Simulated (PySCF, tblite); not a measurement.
# C₇H₈NS radical: geometry, infrared bands and EPR parameters

What infrared bands and EPR parameters should C₇H₈NS radical (`S=CC[C@H]1[CH]C=NC=C1`) show?

Computed with tblite 0.8.0 and PySCF 2.14.0, with density-fitted response routines of our own, on a single molecule in the gas phase. Atoms are numbered from 0 throughout.

### 1 The starting structure

17 atoms, charge 0, multiplicity 2; geometry from: force field or distance geometry start.

Bonds of the start (Å): S0–C1 1.43, C1–C2 1.47, C2–C3 1.52, C3–C4 1.48, C4–C5 1.48, C5–N6 1.28, N6–C7 1.41, C7–C8 1.31, C8–C3 1.47, C1–H9 1.10, C2–H10 1.11, C2–H11 1.13, C3–H12 1.14, C4–H13 1.09, C5–H14 1.10, C7–H15 1.10, C8–H16 1.09.

### 2 Optimising the geometry with GFN2-xTB

Job settings and geometry (Å):

```
{"job": {"kind": "relax", "xc": "GFN2-xTB", "basis": "xTB"}, "charge": 0, "multiplicity": 2}
S      1.689500    -2.578600    -0.462800
C      2.063800    -1.249500    -0.096900
C      1.335500    -0.031100    -0.482900
C      0.330800     0.390300     0.570100
C     -0.398600     1.610500     0.161700
C     -1.876000     1.487900     0.094400
N     -2.516000     0.411900     0.382900
C     -1.799000    -0.734600     0.789100
C     -0.497000    -0.788500     0.884300
H      2.950600    -1.107600     0.530000
H      2.025000     0.820200    -0.660000
H      0.826500    -0.251900    -1.466000
H      0.933600     0.595600     1.512200
H     -0.168100     2.418700     0.853700
H     -2.451500     2.375600    -0.207800
H     -2.400000    -1.627300     1.031700
H     -0.056200    -1.729700     1.206000
```

Run with:

```console
OMP_NUM_THREADS=1 python probes_run.py task.json out
```

This one command runs all jobs of the session in turn.

**Question.** This job is followed by: GFN2-xTB harmonic vibrations, gas phase; UKS B3LYP, pcH-1 on C H N S, non-relativistic, mean-field spin-orbit, GIAO. What will the session give for the following? strongest single infrared mode (GFN2-xTB); zero-point energy (GFN2-xTB); g(iso) (B3LYP); ⟨S²⟩; largest a(iso); surface potential, 1st and 99th percentile.

**Answer**, as computed:

| quantity | value |
| --- | --- |
| strongest single infrared mode (GFN2-xTB) | 1563 cm⁻¹, 116 km/mol |
| zero-point energy (GFN2-xTB) | 80.7 kcal/mol |
| g(iso) (B3LYP) | 2.00374 |
| ⟨S²⟩ | 0.786 (exact 0.75) |
| largest a(iso) | 1H on H12, 128.9 MHz |
| surface potential, 1st and 99th percentile | -1.69 V and 1.30 V |

What this shows: Over 72 steps the energy fell by 2.371 eV; of the close pairs, S0–C1 changed most, 1.428 to 1.621 Å. All 45 modes are real, so the xTB geometry is a minimum. The strongest single mode, at 1563 cm⁻¹, has its largest shares on C7, C5, C8 and C4 (the list is cut at 4 atoms). GFN2-xTB is a fitted tight-binding method: band positions and strengths are rough. Its intensities can rank the bands wrongly. The largest spin populations lie on C8 (0.45 e), C4 (0.44 e), N6 (0.42 e). The isotropic g lies 1.4 ppt above the free-electron value.
